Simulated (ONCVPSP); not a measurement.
# Pseudopotential generation for iron: ONCV, PBEsol

Aim: build the potential from the settings below, then test how well it stands in for the atom: other configurations, scattering, ghost states and the plane-wave cutoff that it needs.

Program: ONCVPSP 4.0.1. Reference atom: PBEsol, scalar-relativistic, spherical and spin-unpolarised. All values are calculated.

### Step 1. The design

Typed settings, in words:

```
element                 : iron (Fe, Z = 26)
type                    : optimised norm-conserving Vanderbilt (ONCV)
frozen core             : [Ne] 3s2
valence charge          : 14
reference configuration : 3p6 3d7 4s1
partial waves           : 4s: rc 2.45 bohr, ncon 4, nbas 7, qcut 2.3 1/bohr, 2 projectors, debl 2.8 Ha; 3p: rc 0.90 bohr, ncon 5, nbas 8, qcut 7.7 1/bohr, 2 projectors, debl 2 Ha; 3d: rc 1.50 bohr, ncon 5, nbas 9, qcut 10.2 1/bohr, 1 projector
local potential         : polynomial inside 0.70 bohr (lpopt 5, dvloc0 0 Ha)
core correction         : Teter function fitted to the true core (icmod 2), fcfact 0.6
```

The outer shells as boxes (Hund's rule for the drawing; the calculation is spin-unpolarised):

```
[Ne] core
3s [↑↓]
3p [↑↓][↑↓][↑↓]
3d [↑↓][↑↓][↑ ][↑ ][↑ ]
4s [↑ ]
```

An earlier all-electron run gives the scale for the radii.

All-electron outer shells of the reference configuration (PBEsol, scalar-relativistic, ld1.x):

| shell | level (eV) | outermost node (bohr) | outermost maximum (bohr) |
| --- | --- | --- | --- |
| 3s | -89.23 | 0.33 | 0.70 |
| 3p | -55.52 | 0.30 | 0.72 |
| 4s | -4.26 | 1.01 | 2.53 |
| 3d | -3.83 | – | 0.73 |
| 4p | -0.82 | 1.12 | 3.69 |

### Step 2. The generation run

Contents of Fe.dat:

```
# ATOM AND REFERENCE CONFIGURATION
# atsym  z   nc   nv     iexc    psfile
  Fe 26.00    4    3  -116133      upf
#
#   n    l    f
    1    0    2.00
    2    0    2.00
    2    1    6.00
    3    0    2.00
    3    1    6.00
    3    2    7.00
    4    0    1.00
#
# PSEUDOPOTENTIAL AND OPTIMIZATION
# lmax
    2
#
#   l,   rc,      ep,       ncon, nbas, qcut
    0    2.45    0.00    4    7    2.30
    1    0.90    0.00    5    8    7.70
    2    1.50    0.00    5    9   10.20
#
# LOCAL POTENTIAL
# lloc, lpopt,  rc(5),   dvloc0
    4    5    0.70    0.00
#
# VANDERBILT-KLEINMAN-BYLANDER PROJECTORs
# l, nproj, debl
    0    2    2.80
    1    2    2.00
    2    1    2.80
#
# MODEL CORE CHARGE
# icmod, fcfact, rcfact
    2    0.60    1.10
#
# LOG DERIVATIVE ANALYSIS
# epsh1, epsh2, depsh
   -4.00    5.00    0.02
#
# OUTPUT GRID
# rlmax, drl
    6.00    0.01
#
# TEST CONFIGURATIONS
# ncnf
    4
# nvcnf
#   n    l    f
    3
    3    1    6.00
    3    2    6.00
    4    0    2.00
#
    3
    3    1    6.00
    3    2    6.00
    4    0    1.00
#
    3
    3    1    6.00
    3    2    6.00
    4    0    0.00
#
    3
    3    1    5.00
    3    2    6.00
    4    0    2.00
#
```

Started as:

```bash
oncvpsp.x < Fe.dat > Fe.out
```

Before running it: what results should come out? Wanted: cutoffs for 1 and 0.1 mHa per electron, occupied waves; bound ghosts; GHOST(+) flags; largest test error; largest phase difference near zero energy, channels read; rms error of d²Exc/dn², without and with the model core; projector energies reset by the program.

The runs gave:

| quantity | value |
| --- | --- |
| cutoffs for 1 and 0.1 mHa per electron, occupied waves | 109 Ha and 221 Ha |
| bound ghosts | s at -173.29 eV |
| GHOST(+) flags | s at 126 eV |
| largest test error (AE − PS) | -321 meV, for 3p5 3d6 4s2 |
| largest phase difference near zero energy, channels read | 0.004 rad |
| rms error of d²Exc/dn², without and with the model core | 3.67 and 2.08 mHa |
| projector energies reset by the program | p: -2.040, 0.250 Ha |

What this shows: It has a bound ghost (s), a state that the atom doesn't have, and that rules the file out. The worst unpolarised test, 3p5 3d6 4s2, is off by 321 meV on 68.4 eV; by total energies transferability rates as poor. That test lies far up in energy; among those under 40 eV, nearer to bonding, the largest error is 17 meV. By its cutoff, 109 Ha for the looser tolerance, it is very hard. At the looser tolerance the 3p wave is the slowest; 3d needs 45 Ha. Near zero energy the phases of the channels with partial waves agree within 0.004 rad. The program also flags highly localised states, GHOST(+) (s). All of this concerns the isolated atom, not yet a solid.
